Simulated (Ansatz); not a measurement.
I need a test of scalar relativity of AsH (charge -1). Use Ansatz's Python interface. Use (for the species named): Hartree-Fock, cc-pVTZ basis, multiplicity 2.

```yaml
atoms:
  - { symbol: As, position_ang: [0.0000, 0.0000, 0.0000] }
  - { symbol: H, position_ang: [0.0000, 0.0000, 1.5950] }
```

`x2c_ash.py`:
```python
import ansatz as az
import numpy as np

params = {
    "functional": "hf",
    "charge": -1,
}

geometry_ang = [
    ("As", (0.0, 0.0, 0.0)),
    ("H", (0.0, 0.0, 1.595)),
]
ash = az.Crystal.molecule()
for symbol, xyz in geometry_ang:
    ash = ash.atom(symbol, xyz)

base = ash.calculation()
base = base.functional(params["functional"])
base = base.charge(params["charge"])
base = base.spin("collinear", total=1).forces()
sets = {"none": "cc-pVTZ", "scalar": "cc-pVTZ-DK"}
found = {kind: base.basis(gaussian=basis).pseudopotentials(relativity=kind).run().report for kind, basis in sets.items()}
for kind, each in found.items():
    dipole = 4.803205 * np.linalg.norm(each["charge_distribution"]["dipole_moment_e_ang"])
    print(f"{kind:7s} E = {each['free_energy_ev']:.4f} eV  dipole {dipole:.3f} D  largest force component {np.abs(each['forces_ev_ang']).max():.4f} eV/A")
print(f"relativity lowers the total energy by {found['none']['free_energy_ev'] - found['scalar']['free_energy_ev']:.3f} eV")
```

```console
$ python x2c_ash.py
none    E = -60811.8875 eV  dipole 0.261 D  largest force component 0.8079 eV/A
scalar  E = -61486.4405 eV  dipole 0.364 D  largest force component 0.8149 eV/A
relativity lowers the total energy by 674.553 eV
```

Total energies depend on the basis set; only differences at equal settings carry meaning. The geometry is a force-field or estimated start, not a minimum of this method. The basis set changes with the Hamiltonian (a set recontracted for scalar relativity), and most of the change in the total lies in the cores. The run takes the species as open-shell (spin multiplicity 2), which needn't be its ground state. An ion's dipole depends on the origin; the program takes it about the centre of nuclear charge. Anions want diffuse functions, which this basis lacks. Hardware and time: 1.8 s on 1 thread of Arm Neoverse V2, with other jobs on the host, peak memory 0.16 GiB.
